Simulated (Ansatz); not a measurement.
**BMe2(CN) (C3H6BN): the relaxed shape and its frontier levels**

What does BMe2(CN) (C3H6BN) look like as a singlet, and where do its frontier electrons sit?

Computed with Ansatz 0.2.0, Gaussian basis. Level: RKS PBE0-D4/def2-TZVP.

The runs, in order: relaxation at PBE-D4/def2-SVP; a search for the lowest solution at PBE0-D4/def2-SVP; a single point at PBE0-D4/def2-TZVP.

## 1. The starting structure

11 atoms, charge 0, spin multiplicity 1.

Atoms are counted from 1 here; the program's logs count them from 0.

Bond lengths: B1–C2 1.571 Å, B1–C6 1.571 Å, B1–C10 1.525 Å, C2–H3 1.092 Å, C2–H4 1.087 Å, C2–H5 1.088 Å, C6–H7 1.092 Å, C6–H8 1.087 Å, C6–H9 1.089 Å, C10–N11 1.149 Å. Angles: C2–B1–C6 123.2°, C2–B1–C10 118.3°, C6–B1–C10 118.5°, B1–C2–H3 108.4°, B1–C2–H4 113.6°, B1–C2–H5 113.1°, H3–C2–H4 106.9°, H3–C2–H5 105.8°, H4–C2–H5 108.6°, B1–C6–H7 108.3°, B1–C6–H8 113.6°, B1–C6–H9 113.1°, H7–C6–H8 106.9°, H7–C6–H9 105.8°, H8–C6–H9 108.6°, B1–C10–N11 179.7°.

Coordinates:

```xyz
11

B    -0.1319   -0.2245    0.0013
C     1.4384   -0.2733    0.0088
H     1.7717   -0.4572    1.0322
H     1.9043    0.6545   -0.3135
H     1.8423   -1.0903   -0.5860
C    -0.9504    1.1162   -0.0137
H    -1.2791    1.3061   -1.0377
H    -0.3721    1.9823    0.2981
H    -1.8581    1.0697    0.5860
C    -0.8967   -1.5432    0.0086
N    -1.4685   -2.5402    0.0159
```

The start is a GFN2-xTB geometry.

## 2. Optimising with PBE-D4/def2-SVP

The input, in.yaml:

```yaml
crystal:
  periodic: [false, false, false]
  atoms:
    - {symbol: B, position_ang: [-0.131860, -0.224490, 0.001260]}
    - {symbol: C, position_ang: [1.438400, -0.273350, 0.008840]}
    - {symbol: H, position_ang: [1.771750, -0.457150, 1.032180]}
    - {symbol: H, position_ang: [1.904330, 0.654520, -0.313460]}
    - {symbol: H, position_ang: [1.842350, -1.090320, -0.586020]}
    - {symbol: C, position_ang: [-0.950400, 1.116200, -0.013710]}
    - {symbol: H, position_ang: [-1.279080, 1.306090, -1.037680]}
    - {symbol: H, position_ang: [-0.372120, 1.982280, 0.298090]}
    - {symbol: H, position_ang: [-1.858100, 1.069660, 0.586030]}
    - {symbol: C, position_ang: [-0.896730, -1.543240, 0.008560]}
    - {symbol: N, position_ang: [-1.468540, -2.540210, 0.015920]}
basis:
  gaussian: {orbitals: def2-SVP}
hamiltonian: {xc: pbe, dispersion: d4}
scf: {omitted_lower_state_checks: [starts]}
output: {orbitals: {seedname: orbitals}}
relax: {f_tol: 0.02, max_steps: 100}
```

The run is started by

```
ansatz run in.yaml --threads 4 --pin off --events-out ev --progress --plain --max-ram 3916MiB
```

After this run come: Searching for the lowest solution, PBE0-D4/def2-SVP; Single point, PBE0-D4/def2-TZVP.

Before running them: what should the planned runs give, taken together? Wanted: point group; commonest bond, hydrogen aside; HOMO, LUMO at PBE0-D4/def2-TZVP; dipole at PBE-D4/def2-SVP.

**Answer**, as computed:

```
                       quantity                          value
                    point group                             C2
 commonest bond, hydrogen aside  B–C, 3 of mean length 1.563 Å
HOMO, LUMO at PBE0-D4/def2-TZVP                -9.16, -2.19 eV
      dipole at PBE-D4/def2-SVP                         3.46 D
```

What this shows: The molecule keeps its bonding pattern by the stored test; the atoms moved 0.03 Å (rms). No usable vibrations, so a minimum isn't proven. The point group is read from a loosely relaxed geometry; soft torsions can leave it below the true symmetry.
